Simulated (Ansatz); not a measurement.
# C2H7Al: the cost of one run

Method: PBE0-D4/def2-TZVP structures, single points in def2-TZVPP, no counterpoise correction; program: Ansatz 0.2.0, Gaussian basis.

Levels: SPW92, PBE-D4, BLYP-D4, r2SCAN-D4, B97M-V, PBE0-D4, B3LYP-D4, r2SCAN0-D4, BHLYP-D4, CAM-B3LYP-D4, wB97X-V, wB97M-V, B2PLYP, PBE-QIDH, RPA on PBE, Hartree-Fock, MP2, CCSD, CCSD(T).

Correlated methods freeze the cores. B3LYP uses VWN-RPA correlation. B2PLYP carries no dispersion term here.

94 further runs of the same task are left out: 94 set aside as unsound or not needed. Runs told in other sessions of the task aren't counted.

## (1) Starting geometry

The complex: 14 atoms, charge 0, spin multiplicity 1.

Atoms are counted from 1 here; the program's logs count them from 0.

Bond lengths: Al1–H2 1.612 Å, Al1–C3 1.977 Å, Al1–C4 1.977 Å, Al1–N6 2.072 Å, C3–H7 1.096 Å, C3–H8 1.096 Å, C3–H9 1.096 Å, C4–H10 1.096 Å, C4–H11 1.096 Å, C4–H12 1.096 Å, H5–N6 1.015 Å, N6–H13 1.015 Å, N6–H14 1.015 Å. Angles: H2–Al1–C3 117.0°, H2–Al1–C4 117.0°, H2–Al1–N6 97.5°, C3–Al1–C4 117.9°, C3–Al1–N6 100.7°, C4–Al1–N6 100.6°, Al1–C3–H7 110.8°, Al1–C3–H8 113.0°, Al1–C3–H9 112.8°, H7–C3–H8 106.2°, H7–C3–H9 106.2°, H8–C3–H9 107.4°, Al1–C4–H10 113.0°, Al1–C4–H11 110.8°, Al1–C4–H12 112.8°, H10–C4–H11 106.2°, H10–C4–H12 107.4°, H11–C4–H12 106.2° and more.

Geometry (Å):

| atom | x (Å) | y (Å) | z (Å) |
| --- | --- | --- | --- |
| Al1 | 0.4127 | 0.5088 | -0.0147 |
| H2 | 0.7834 | 2.0036 | 0.4625 |
| C3 | -0.2096 | 0.2905 | -1.8787 |
| C4 | 1.4417 | -0.9724 | 0.7959 |
| H5 | -1.2312 | 0.4474 | 2.0077 |
| N6 | -1.3793 | 0.3357 | 1.0101 |
| H7 | 0.6277 | 0.3733 | -2.5805 |
| H8 | -0.9369 | 1.0531 | -2.1797 |
| H9 | -0.6666 | -0.6893 | -2.0613 |
| H10 | 1.5668 | -0.8644 | 1.8794 |
| H11 | 2.4522 | -1.0198 | 0.3751 |
| H12 | 0.9877 | -1.9537 | 0.6140 |
| H13 | -2.0310 | 1.0540 | 0.7119 |
| H14 | -1.8175 | -0.5669 | 0.8580 |

Its parts: C₂H₇Al holds atoms 1, 2, 3, 4, 7, 8, 9, 10, 11, 12; NH₃ holds atoms 5, 6, 13, 14. Each part counts its atoms afresh in its own runs.

## (2) Relaxing C₂H₇Al alone

Input file relax-a/in.yaml:

```yaml
crystal:
  periodic: [false, false, false]
  atoms:
    - {symbol: Al, position_ang: [0.412734, 0.508768, -0.014666]}
    - {symbol: H, position_ang: [0.783356, 2.003580, 0.462455]}
    - {symbol: C, position_ang: [-0.209623, 0.290503, -1.878692]}
    - {symbol: C, position_ang: [1.441704, -0.972365, 0.795926]}
    - {symbol: H, position_ang: [0.627682, 0.373259, -2.580500]}
    - {symbol: H, position_ang: [-0.936919, 1.053101, -2.179656]}
    - {symbol: H, position_ang: [-0.666627, -0.689317, -2.061300]}
    - {symbol: H, position_ang: [1.566849, -0.864428, 1.879351]}
    - {symbol: H, position_ang: [2.452222, -1.019763, 0.375128]}
    - {symbol: H, position_ang: [0.987745, -1.953705, 0.613958]}
basis:
  gaussian: {orbitals: def2-TZVP}
hamiltonian: {xc: pbe0, dispersion: d4}
relax: {f_tol: 0.005, max_steps: 200}
```

On the command line:

```
ansatz run in.yaml --threads 4 --pin off --events-out ev --progress --plain --max-ram 9574MiB
```

**Question.** How long does this run take on 4 threads of Arm Neoverse V1, shared host?

About 43 s.
